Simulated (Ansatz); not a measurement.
# Be12Cr: the cost of one run

Program: Ansatz 0.2.0. Level of theory: DFT r2SCAN, scalar-relativistic, plane waves, PAW. These are calculated values, not measurements.

### Step 1. The structure to begin with

The structure is monoclinic, space group C2/m (No. 12). Conventional cell: a = 8.323 Å, b = 7.235 Å, c = 4.125 Å, α = 90.00°, β = 119.61°, γ = 90.00°. Be (site symmetry m) has 10 Be at 2.10 to 2.34 Å as nearest neighbours. Be (site symmetry -1) is surrounded by 10 Be at 2.06 to 2.21 Å. Be (site symmetry -1) has 10 Be at 2.06 to 2.20 Å as nearest neighbours. Be (site symmetry m) is surrounded by 9 Be at 2.18 to 2.35 Å. Around Be (site symmetry 2) lie 9 Be at 2.18 to 2.34 Å. Around Be (site symmetry 2) lie 10 Be at 2.10 to 2.35 Å. Cr (site symmetry 2/m) has 20 Be at 2.53 to 2.76 Å as nearest neighbours.

Cell or atoms stand a little off a more symmetric structure (I4/mmm at a tolerance of 0.3 Å), so results at this geometry aren't those of that ideal crystal.

Coordinates:

```xyz
13
Lattice="4.1615 -3.6177 0.0000 4.1615 3.6177 0.0000 -2.0379 0.0000 3.5866" Properties=species:S:1:pos:R:3 pbc="T T T"
Be    5.9632    0.0000    1.0262
Be    1.0618   -1.8089    1.7933
Be    2.0808    1.8089    0.0000
Be    1.0618    1.8089    1.7933
Be    2.0808   -1.8089    0.0000
Be    4.0839    0.0000    2.3404
Be    4.1615   -1.0916    0.0000
Be    4.1615    1.0916    0.0000
Be    2.2012    0.0000    1.2462
Be    0.3219    0.0000    2.5604
Be    3.1425    2.0797    1.7933
Be    3.1425   -2.0797    1.7933
Cr    0.0000    0.0000    0.0000
```

(A quick probe on a coarse mesh, which set the mesh and smearing, is not shown.)

### Step 3. Relaxing cell and atoms

input.yaml reads:

```yaml
crystal:
  lattice:
    - [4.1615157263, -3.6177307383, 0.0]
    - [4.1615157263, 3.6177307383, 0.0]
    - [-2.0379378533, 0.0, 3.5866030425]
  atoms:
    - { symbol: Be, position: [0.78652988, 0.78652988, 0.286118] }
    - { symbol: Be, position: [0.5, 0.0, 0.5] }
    - { symbol: Be, position: [0.0, 0.5, 0.0] }
    - { symbol: Be, position: [0.0, 0.5, 0.5] }
    - { symbol: Be, position: [0.5, 0.0, 0.0] }
    - { symbol: Be, position: [0.65045854, 0.65045854, 0.65254545] }
    - { symbol: Be, position: [0.65086614, 0.34913386, 0.0] }
    - { symbol: Be, position: [0.34913386, 0.65086614, 0.0] }
    - { symbol: Be, position: [0.34954146, 0.34954146, 0.34745455] }
    - { symbol: Be, position: [0.21347012, 0.21347012, 0.713882] }
    - { symbol: Be, position: [0.21257452, 0.78742548, 0.5] }
    - { symbol: Be, position: [0.78742548, 0.21257452, 0.5] }
    - { symbol: Cr, position: [0.0, 0.0, 0.0], spin: 2.62 }
basis:
  ecutwfc: 500
kpoints:
  mp_grid: { grid: [8, 8, 10] }
hamiltonian:
  xc: r2scan
scf:
  occupations: { method: gaussian, width: 0.1 }
output:
  forces: true
  stress: true
  eigenvalues: true
  populations: true
magnetization:
  spin_polarized: true
relax:
  adjacent_minimum: "off"
  f_tol: 0.01
  max_steps: 80
  cell: { stress_tol: 0.05 }
```

Started as:

```console
$ ansatz run input.yaml --threads 4 --pin off --max-ram 10240MiB --backend cpu --events-out ev --progress --plain --runs-dir out
```

Q: Estimate wall time and peak memory on 4 threads of Intel Xeon 6975P-C (Granite Rapids), shared host.

About 2.2 min, with a peak of 1.7 GiB.
